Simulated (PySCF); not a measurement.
# Sm4S4: other functionals and bases at one geometry

How far do other levels of theory move the description of Sm4S4, and what does each cost? It is a constructed species; whether it can be made isn't addressed.

Computed with PySCF 2.14.0. Level: several levels, as the steps say, no spin–orbit coupling.

4 further runs of the same task are left out: 2 for a known fault of the program, 2 that didn't finish.

### 1 The starting structure

8 atoms, charge 0, spin multiplicity 1.

Bond lengths: Sm1–S5 2.852 Å, Sm1–S6 2.852 Å, Sm1–S7 2.852 Å, Sm2–S5 2.852 Å, Sm2–S6 2.852 Å, Sm2–S8 2.852 Å, Sm3–S5 2.852 Å, Sm3–S7 2.852 Å, Sm3–S8 2.852 Å, Sm4–S6 2.852 Å, Sm4–S7 2.852 Å, Sm4–S8 2.852 Å. Angles: S5–Sm1–S6 91.9°, S5–Sm1–S7 91.9°, S6–Sm1–S7 91.9°, S5–Sm2–S6 91.9°, S5–Sm2–S8 91.9°, S6–Sm2–S8 91.9°, S5–Sm3–S7 91.9°, S5–Sm3–S8 91.9°, S7–Sm3–S8 91.9°, S6–Sm4–S7 91.9°, S6–Sm4–S8 91.9°, S7–Sm4–S8 91.9°, Sm1–S5–Sm2 88.1°, Sm1–S5–Sm3 88.1°, Sm2–S5–Sm3 88.1°, Sm1–S6–Sm2 88.1°, Sm1–S6–Sm4 88.1°, Sm2–S6–Sm4 88.1° and more.

Geometry (Å):

```
Sm    1.4015    1.4015    1.4015
Sm    1.4015   -1.4015   -1.4015
Sm   -1.4015    1.4015   -1.4015
Sm   -1.4015   -1.4015    1.4015
S     1.4495    1.4495   -1.4495
S     1.4495   -1.4495    1.4495
S    -1.4495    1.4495    1.4495
S    -1.4495   -1.4495   -1.4495
```

Each metal's 6 4f electrons lie in its core potential, so multiplicities, spins and levels count the valence alone. An earlier session relaxed this geometry at BP86, Sm lcecp-0-SVP with ECP52, S def2-SVP (singlet, point group Td).

At BP86 on the finer grid: E = -1708.599839 Eh, frontier levels not given, since the 4f levels lie in the core, Mulliken charge on Sm1 +0.54 e, largest force component 0.003 eV/Å. 

Levels to run: r2SCAN; wB97X; TPSS; B3LYP; BP86, TZVP. Hardware: 4 threads of Arm Neoverse V2, shared host.

### 2 r2SCAN

Contents of run.py (the lines that set the calculation):

```python
mol = gto.M(atom='''
Sm     1.40148     1.40148     1.40148
Sm     1.40148    -1.40148    -1.40148
Sm    -1.40148     1.40148    -1.40148
Sm    -1.40148    -1.40148     1.40148
S      1.44953     1.44953    -1.44953
S      1.44953    -1.44953     1.44953
S     -1.44953     1.44953     1.44953
S     -1.44953    -1.44953    -1.44953''',
    basis={'Sm': 'lcecp-0-SVP', 'S': 'def2-SVP'},
    ecp={'Sm': 'lcecp-0-SVP'},
    charge=0, spin=0)
mf = dft.RKS(mol, xc='R2SCAN')
mf.grids.atom_grid = (75, 302)  # f atoms: unpruned, at least (60, 302)
mf = mf.density_fit()  # fitting sets: Sm AutoAux, S def2-universal-JKFIT
mf.conv_tol = 1e-08; mf.max_cycle = 55
mf.kernel(dm0)  # dm0: the density of the relaxed state
```

Run with:

```console
OMP_NUM_THREADS=4 python run.py
```

### 3 wB97X

run.py (the lines that set the calculation), as its differences from that of step 2:

```diff
@@ -12,3 +12,3 @@
     charge=0, spin=0)
-mf = dft.RKS(mol, xc='R2SCAN')
+mf = dft.RKS(mol, xc='WB97X')
 mf.grids.atom_grid = (75, 302)  # f atoms: unpruned, at least (60, 302)
```

### 4 TPSS

run.py (the lines that set the calculation), as its differences from that of step 3:

```diff
@@ -12,3 +12,3 @@
     charge=0, spin=0)
-mf = dft.RKS(mol, xc='WB97X')
+mf = dft.RKS(mol, xc='TPSS')
 mf.grids.atom_grid = (75, 302)  # f atoms: unpruned, at least (60, 302)
```

### 5 B3LYP

run.py (the lines that set the calculation), as its differences from that of step 4:

```diff
@@ -12,3 +12,3 @@
     charge=0, spin=0)
-mf = dft.RKS(mol, xc='TPSS')
+mf = dft.RKS(mol, xc='B3LYP')
 mf.grids.atom_grid = (75, 302)  # f atoms: unpruned, at least (60, 302)
```

### 6 BP86, TZVP

Basis: Sm lcecp-0-TZVP with ECP52, S def2-TZVP. 

run.py (the lines that set the calculation), as its differences from that of step 5:

```diff
@@ -9,6 +9,6 @@
 S     -1.44953    -1.44953    -1.44953''',
-    basis={'Sm': 'lcecp-0-SVP', 'S': 'def2-SVP'},
-    ecp={'Sm': 'lcecp-0-SVP'},
+    basis={'Sm': 'lcecp-0-TZVP', 'S': 'def2-TZVP'},
+    ecp={'Sm': 'lcecp-0-TZVP'},
     charge=0, spin=0)
-mf = dft.RKS(mol, xc='B3LYP')
+mf = dft.RKS(mol, xc='B88,P86')
 mf.grids.atom_grid = (75, 302)  # f atoms: unpruned, at least (60, 302)
@@ -16,2 +16,2 @@
 mf.conv_tol = 1e-08; mf.max_cycle = 55
-mf.kernel(dm0)  # dm0: the density of the relaxed state
+mf.kernel(dm0)  # dm0: free metal ions and neutral atoms
```

**Question.** What will these runs give? Wanted: for each run, charge on Sm1; dipole; largest force.

The runs gave:

| level | state | charge on Sm1 (e) | dipole (D) | largest force (eV/Å) | basis functions | time |
| --- | --- | --- | --- | --- | --- | --- |
| BP86 (relaxed here) | singlet | 0.54 | 0.00 | 0.00 | 196 | 45 s |
| r2SCAN | singlet | 0.66 | 0.00 | 0.01 | 196 | 26 s |
| wB97X | singlet | 0.68 | 0.00 | 0.03 | 196 | 42 s |
| TPSS | singlet | 0.61 | 0.00 | 0.03 | 196 | 26 s |
| B3LYP | singlet | 0.60 | 0.00 | 0.10 | 196 | 27 s |
| BP86, TZVP | singlet | 0.92 | 0.00 | 0.08 | 336 | 60 s |

Times are on 4 threads of Arm Neoverse V2, shared host; the first row also made further properties.

The largest leftover force, 0.10 eV/Å with B3LYP, stands at a geometry relaxed at another level. The Mulliken charge on Sm spans +0.54 to +0.92 e over the levels. With 4f in the core, its levels are missing from HOMO and gap. Total energies of different levels can't be compared. Spin–orbit coupling is left out throughout.
